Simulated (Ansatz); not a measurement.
This script for the spin response to a magnetic field of MoS₂, space group P-3m1 with the Ansatz DFT code, driven from Python holds a mistake.

The script, `zeeman_mos2.py`:
```python
"""Spin moment of MoS2 in a magnetic field."""

import ansatz as az
import numpy as np

lattice = az.Lattice.of(
    (3.227465, 0.0, 0.0),
    (-1.613732, 2.795066, 0.0),
    (0.0, 0.0, 6.312473),
)
sites = [
    ("Mo", (0.0, 0.0, 0.5)),
    ("S", (1 / 3, 2 / 3, 0.255319)),
    ("S", (2 / 3, 1 / 3, 0.744681)),
]
cell = az.Crystal(lattice=lattice)
for symbol, position in sites:
    cell = cell.atom(symbol, position)

calculation = (
    cell.calculation()
    .kpoints(8, 8, 4, center="gamma")
    .occupations(az.OccupationsMethod.FERMI_DIRAC, width=0.15)
    .basis(650)
    .functional("r2scan")
    .correlation("mp2")
    .spin("collinear")
)
# the field acts on the spins alone; such large fields lift the response over the noise
rows = []
for tesla in [-200, 0, 200]:
    report = (calculation.magnetic_field(tesla) if tesla else calculation).run().report
    rows.append((tesla, report["magnetization_mub"], report["free_energy_ev"], report["components"].get("e_zeeman", 0.0)))
print("         B (T)      moment muB            F eV  Zeeman term eV")
for row in rows:
    print(f"{str(row[0]):>14s}  {row[1]:14.4f}  {row[2]:14.5f}  {row[3]:14.5f}")
slope = np.polyfit([row[0] for row in rows], [row[1] for row in rows], 1)[0]
print(f"dM/dB = {1000 * slope:.4f} muB per 1000 T per cell")
```

```console
$ python zeeman_mos2.py
Traceback (most recent call last):
  File "zeeman_mos2.py", line 32, in <module>
    report = (calculation.magnetic_field(tesla) if tesla else calculation).run().report
             ~~~~~~~~~~~~~~~~~~~~~~~~~~~~~~~~~~~~~~~~~~~~~~~~~~~~~~~~~~~~~~~~~^^
  ...
ansatz.RefusalError: invalid value for `correlation`: it needs basis.gaussian or hamiltonian.integrals
$ echo $?
1
```
(Library frames cut from the traceback.)

Find the fault and give the corrected script.

The fault: a wavefunction method is asked of a plane-wave crystal. The correction:

```diff
--- before
+++ after
@@ -25,3 +25,2 @@
     .functional("r2scan")
-    .correlation("mp2")
     .spin("collinear")
```

After the fix:

Output of `python zeeman_mos2.py`:
```text
RunWarning: this spin-polarised run has no starting moment large enough to seed its density, so its SCF can try parallel moments of its own, which can die out, and starts no order whose moments cancel. Behind that start scf.lower_state_search: light tries no other order and makes no probe for moments, and off searches nothing, so another order or size of moments can lie lower. To look for one, give starting moments (crystal.atoms[].spin, magnetization.per_species, [...]
         B (T)      moment muB            F eV  Zeeman term eV
          -200         -0.0288     -6781.32343        -0.00033
             0          0.0000     -6781.32327         0.00000
           200          0.0288     -6781.32343        -0.00033
dM/dB = 0.1440 muB per 1000 T per cell
```
(Warnings from the package without file and line, shortened.)

What to keep in mind:
- Total energies depend on the potentials; only differences at equal settings carry meaning. A total without «per atom» is that of the cell as typed.
- No spin polarisation was allowed.
- For a metal this k-point mesh is coarse: on a finer one energies can move by several to tens of meV an atom and pressures by half a GPa or more, differences at one mesh by less.
- A Fermi-Dirac width this large means warm electrons, whose thermal share enters the free energy.
- r2SCAN tends to overestimate the moments of itinerant magnets.
- The structure comes from a database of computed cells and needn't be a stable or known phase.
- Orbital magnetism is left out. The response of a metal hangs strongly on mesh and smearing, and a straight-line fit holds only where the moment is linear in the field.
- Wall time of the script: 63 s on 1 thread of Intel(R) Xeon(R) Platinum 8488C (Sapphire Rapids) (shared host), peak memory 0.65 GiB.
